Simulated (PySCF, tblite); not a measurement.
# C₄H₈F₂GeS₂: geometry, infrared bands and NMR shifts

What infrared bands and NMR shifts should C₄H₈F₂GeS₂ (`CC(=S)[S][Ge@H]([CH3])[CH](F)F`) show?

Computed with tblite 0.8.0 and PySCF 2.14.0, with density-fitted response routines of our own, on a single molecule in the gas phase. Atoms count from 0, in the outputs and in this text.

### Step 1. The molecule as given

17 atoms, charge 0, multiplicity 1; geometry from: force field or distance geometry start.

Bonds of the start (Å): C0–C1 1.52, C1–S2 1.42, C1–S3 1.79, S3–Ge4 2.18, Ge4–C5 1.93, Ge4–C6 1.94, C6–F7 1.39, C6–F8 1.38, C0–H9 1.11, C0–H10 1.11, C0–H11 1.10, Ge4–H12 1.55, C5–H13 1.11, C5–H14 1.11, C5–H15 1.12, C6–H16 1.10.

### Step 2. Relaxing the molecule with GFN2-xTB

Job settings and geometry (Å):

```
{"job": {"kind": "relax", "xc": "GFN2-xTB", "basis": "xTB"}, "charge": 0, "multiplicity": 1}
C      3.543500    -0.142400     0.551700
C      2.178200     0.136600    -0.064600
S      1.997100     1.136800    -1.053500
S      0.800100    -0.848900     0.510500
Ge    -1.104500    -0.366600    -0.431900
C     -1.520500     1.521500    -0.491900
C     -2.568300    -1.249600     0.480400
F     -3.305900    -2.010600    -0.414900
F     -3.440700    -0.334600     1.021400
H      3.847800    -1.166400     0.245900
H      3.477300    -0.104800     1.658000
H      4.289400     0.551400     0.128000
H     -1.117000    -0.885600    -1.888300
H     -0.660200     2.181600    -0.234200
H     -1.890200     1.823500    -1.492400
H     -2.352800     1.721500     0.228300
H     -2.180200    -1.951400     1.237400
```

Launch:

```
> OMP_NUM_THREADS=1 python probes_run.py task.json out
```

One launch serves the whole session: the jobs run in the order shown.

**Question.** This job is followed by: GFN2-xTB harmonic vibrations, gas phase; GIAO PBE0/pcSseg-1 NMR shielding, non-relativistic, gas phase. Predict these results of the whole session: strongest single infrared mode (GFN2-xTB); zero-point energy (GFN2-xTB); ¹³C shifts against TMS (PBE0/pcSseg-1); ¹H shifts against TMS (PBE0/pcSseg-1, means over atoms taken as alike); ³³S shifts against CS2 (PBE0/pcSseg-1); ⁷³Ge shifts against GeMe4 (PBE0/pcSseg-1); ¹⁹F shifts against CFCl3 (PBE0/pcSseg-1).

As calculated:

| quantity | value |
| --- | --- |
| strongest single infrared mode (GFN2-xTB) | 1884 cm⁻¹, 248 km/mol |
| zero-point energy (GFN2-xTB) | 68.1 kcal/mol |
| ¹³C shifts against TMS (PBE0/pcSseg-1) | 260.1, 127.6, 42.9, 1.2 ppm |
| ¹H shifts against TMS (PBE0/pcSseg-1, means over atoms taken as alike) | 6.57, 5.62, 3.27, 1.01 ppm |
| ³³S shifts against CS2 (PBE0/pcSseg-1) | 812, 277 ppm |
| ⁷³Ge shifts against GeMe4 (PBE0/pcSseg-1) | -76 ppm |
| ¹⁹F shifts against CFCl3 (PBE0/pcSseg-1) | -142.8, -149.2 ppm |

What this shows: The optimisation took 119 steps and gained 1.875 eV; among the close pairs (by a distance rule), C1–S2 changed most, from 1.418 to 1.636 Å. The lowest mode is imaginary (47i cm⁻¹), so the xTB geometry is not a minimum. The strongest single mode, at 1884 cm⁻¹, moves mainly H12. GFN2-xTB is a fitted tight-binding method: band positions and strengths are rough. Its intensities can rank the bands wrongly. C1 (thiocarbonyl carbon) lies farthest downfield among carbon, at 260.1 ppm; low-lying n→π* states of the double bond to the heteroatom give a large paramagnetic term (-337 ppm). The most deshielded hydrogen is H16 (hydrogen on an sp3 CH bonded to 2 F and Ge), at 6.57 ppm: its carbon carries F, hence the downfield position. At PBE0/pcSseg-1: The widest tensor belongs to S2: span 1387 ppm, with a paramagnetic part of -1368 ppm. Spin-orbit coupling is left out, which matters for shieldings and couplings at and beside the heavy atoms.
